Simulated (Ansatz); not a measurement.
# SrO: energy and stress against strain

This session takes SrO and sets out to strain the cell along the Voigt pattern (0, 0, 0, 0, 0, 1).

Computed with Ansatz 0.2.0 (DFT PBE, scalar-relativistic, plane waves, PAW, unless a step's input says otherwise).

**1. Starting point**

It takes space group Fm-3m (No. 225, cubic). Conventional cell: a = 5.140 Å, b = 5.140 Å, c = 5.140 Å, α = 90.00°, β = 90.00°, γ = 90.00°. Sr (site symmetry m-3m) is surrounded by 6 O at 2.57 Å. O (site symmetry m-3m) is surrounded by 6 Sr at 2.57 Å.

Structure file:

```
Sr O
1.0
     0.00000    2.56980    2.56980
     2.56980    0.00000    2.56980
     2.56980    2.56980    0.00000
Sr O
1 1
Cartesian
  0.0000 0.0000 0.0000
  2.5698 2.5698 2.5698
```

No relaxation comes first: the listed cell is the starting point.

**2. Zero of energy**

Reference values: F = -4114.6189 eV; pressure 2.92 GPa; largest force 0.000 eV/Å; gap on the mesh 3.31 eV. It was computed beforehand with the settings of the runs below.

**3. The scan: energy and stress against strain**

The cell is strained by ε times the Voigt pattern (0, 0, 0, 0, 0, 1) (xx, yy, zz, yz, xz, xy; engineering shear), with fractional coordinates fixed (clamped ions). The stress on the pattern is the sum of the stress components weighted by it, tension positive.

**4. At ε = -0.0200**

Input file input.yaml:

```yaml
crystal:
  lattice:
    - [-0.025698, 2.5698, 2.5698]
    - [2.5698, -0.025698, 2.5698]
    - [2.544102, 2.544102, 0.0]
  atoms:
    - { symbol: Sr, position: [0.0, 0.0, 0.0] }
    - { symbol: O, position: [0.5, 0.5, 0.5] }
basis:
  ecutwfc: 420
kpoints:
  mp_grid: { grid: [8, 8, 8] }
hamiltonian:
  xc: pbe
scf:
  occupations: { method: gaussian, width: 0.05 }
output:
  forces: true
  stress: true
  eigenvalues: true
```

Launch:

```
$ ansatz run input.yaml --threads 1 --pin off --max-ram 2560MiB --backend cpu --events-out ev --progress --plain --runs-dir out
```

**5. At ε = 0.0150**

Changes to input.yaml since step 4:

```diff
@@ -2,5 +2,5 @@
   lattice:
-    - [-0.025698, 2.5698, 2.5698]
-    - [2.5698, -0.025698, 2.5698]
-    - [2.544102, 2.544102, 0.0]
+    - [0.0192735, 2.5698, 2.5698]
+    - [2.5698, 0.0192735, 2.5698]
+    - [2.5890735, 2.5890735, 0.0]
   atoms:
@@ -20 +20,5 @@
   eigenvalues: true
+  write_density: true
+  write_potential: true
+  elf: true
+  volumetric_format: npy
```

**6. At ε = -0.0100**

Input file input.yaml:

```yaml
crystal:
  lattice:
    - [-0.012849, 2.5698, 2.5698]
    - [2.5698, -0.012849, 2.5698]
    - [2.556951, 2.556951, 0.0]
  atoms:
    - { symbol: Sr, position: [0.0, 0.0, 0.0] }
    - { symbol: O, position: [0.5, 0.5, 0.5] }
basis:
  ecutwfc: 420
kpoints:
  mp_grid: { grid: [8, 8, 8] }
hamiltonian:
  xc: pbe
scf:
  occupations: { method: gaussian, width: 0.05 }
output:
  forces: true
  stress: true
  eigenvalues: true
```

**7. Point ε = 0.0050**

Changes to input.yaml since step 6:

```diff
@@ -2,5 +2,5 @@
   lattice:
-    - [-0.012849, 2.5698, 2.5698]
-    - [2.5698, -0.012849, 2.5698]
-    - [2.556951, 2.556951, 0.0]
+    - [0.0064245, 2.5698, 2.5698]
+    - [2.5698, 0.0064245, 2.5698]
+    - [2.5762245, 2.5762245, 0.0]
   atoms:
```

**8. Point ε = 0.0175**

Changes to input.yaml since step 7:

```diff
@@ -2,5 +2,5 @@
   lattice:
-    - [0.0064245, 2.5698, 2.5698]
-    - [2.5698, 0.0064245, 2.5698]
-    - [2.5762245, 2.5762245, 0.0]
+    - [0.02248575, 2.5698, 2.5698]
+    - [2.5698, 0.02248575, 2.5698]
+    - [2.59228575, 2.59228575, 0.0]
   atoms:
```

**9. At ε = 0.0125**

Changes to input.yaml since step 8:

```diff
@@ -2,5 +2,5 @@
   lattice:
-    - [0.02248575, 2.5698, 2.5698]
-    - [2.5698, 0.02248575, 2.5698]
-    - [2.59228575, 2.59228575, 0.0]
+    - [0.01606125, 2.5698, 2.5698]
+    - [2.5698, 0.01606125, 2.5698]
+    - [2.58586125, 2.58586125, 0.0]
   atoms:
```

**10. ε = 0.0075**

Changes to input.yaml since step 9:

```diff
@@ -2,5 +2,5 @@
   lattice:
-    - [0.01606125, 2.5698, 2.5698]
-    - [2.5698, 0.01606125, 2.5698]
-    - [2.58586125, 2.58586125, 0.0]
+    - [0.00963675, 2.5698, 2.5698]
+    - [2.5698, 0.00963675, 2.5698]
+    - [2.57943675, 2.57943675, 0.0]
   atoms:
@@ -20 +20,5 @@
   eigenvalues: true
+  write_density: true
+  write_potential: true
+  elf: true
+  volumetric_format: npy
```

**11. At ε = 0.0025**

Changes to input.yaml since step 10:

```diff
@@ -2,5 +2,5 @@
   lattice:
-    - [0.00963675, 2.5698, 2.5698]
-    - [2.5698, 0.00963675, 2.5698]
-    - [2.57943675, 2.57943675, 0.0]
+    - [0.00321225, 2.5698, 2.5698]
+    - [2.5698, 0.00321225, 2.5698]
+    - [2.57301225, 2.57301225, 0.0]
   atoms:
```

(Steps that only read results are left out.)

**Question.** What will these runs give? Wanted: slope of the stress at ε = 0, from the points at -0.0100, 0 and 0.0025.

As calculated:

| quantity | value |
| --- | --- |
| slope of the stress at ε = 0, from the points at -0.0100, 0 and 0.0025 | 54 GPa |

In words: The slope of the stress at zero strain, 54 GPa, estimates C66 with clamped ions in this Cartesian frame; letting the atoms relax could not make it stiffer. The reference stands under 2.9 GPa, so this is no zero-stress constant. No sampled point lies below the undisturbed cell. The gap on the mesh stays between 3.29 and 3.31 eV.
